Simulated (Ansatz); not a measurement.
# Ruthenium, diamond under r²SCAN: structure, energy and stiffness

The plan for ruthenium in the diamond structure: relax it, solve it on a dense k-mesh, then scale the cell to 7 volumes from 88 to 112 % of the relaxed one and try a fit of the equation of state. The start is ferromagnetic. The k-meshes are 10×10×10 for the relaxation; 16×16×16 for the dense run; 16×16×16 for the volumes.

This is Ru in the diamond structure; at room conditions it is hcp.

Method: DFT r2SCAN, plane waves (500 eV) with PAW, scalar-relativistic; PBE-made PAW files, in Ansatz 0.2.0.

### 1 The structure to begin with

It takes space group Fd-3m (No. 227, cubic). The conventional cell has a = 5.270 Å, b = 5.270 Å, c = 5.270 Å, α = 90.00°, β = 90.00°, γ = 90.00°. Ru (site symmetry -43m) is surrounded by 4 Ru at 2.28 Å.

As a file:

```
CELL_PARAMETERS angstrom
0.00000 2.63517 2.63517
2.63517 0.00000 2.63517
2.63517 2.63517 0.00000
ATOMIC_POSITIONS crystal
Ru 0.12500 0.12500 0.12500
Ru 0.87500 0.87500 0.87500
```

Starting moments (μB): +1 ×2.

### 2 Relaxation of the cell

Contents of input.yaml:

```yaml
crystal:
  lattice:
    - [0.0, 2.635171402, 2.635171402]
    - [2.635171402, 0.0, 2.635171402]
    - [2.635171402, 2.635171402, 0.0]
  atoms:
    - { symbol: Ru, position: [0.125, 0.125, 0.125], spin: 1.0 }
    - { symbol: Ru, position: [0.875, 0.875, 0.875], spin: 1.0 }
hamiltonian:
  xc: r2scan
  pseudopotentials:
    kind: paw
    azcp:
      Ru: "pseudopotentials/Ru.paw.azcp"
basis:
  ecutwfc: 500
  fft_grid_basis: typed
kpoints:
  mp_grid: { grid: [10, 10, 10], shift: [0, 0, 0] }
magnetization:
  spin_polarized: true
scf:
  occupations: { method: fermi_dirac, width: 0.05 }
relax:
  max_steps: 60
  f_tol: 0.01
  cell: {}
```

The runs that follow: The energy on a finer k-mesh; Equation of state: 88 %; Equation of state: 92 %; Equation of state: 96 %; Equation of state: 100 %; Equation of state: 104 %; Equation of state: 108 %; Equation of state: 112 %.

Q: Predict the outcome of this session. Wanted: space group; conventional cell; volume; shortest distance; gap on the mesh; magnetic state; relative to hcp; V₀, B₀, B₀′.

The runs gave:

```
                      quantity                         value
space group (spins left aside)               Fd-3m (No. 227)
             conventional cell                   a = 5.413 Å
                        volume                19.827 Å³/atom
             shortest distance                       2.344 Å
               gap on the mesh  none (levels filled in part)
                magnetic state                  non-magnetic
               relative to hcp                +1165 meV/atom
                   V₀, B₀, B₀′  19.828 Å³/atom, 178 GPa, 4.7
```

The relaxation enlarged the cell by 8.4 % in volume. It lies 1165 meV/atom above the element's reference form at the same level (hcp, from a run of its own), so it is far from stable. The starting moments do not survive. Levels at the Fermi energy are filled in part, as in a metal. B₀ comes out at 178 GPa. Relaxation kept the symmetry; phonons were not checked.
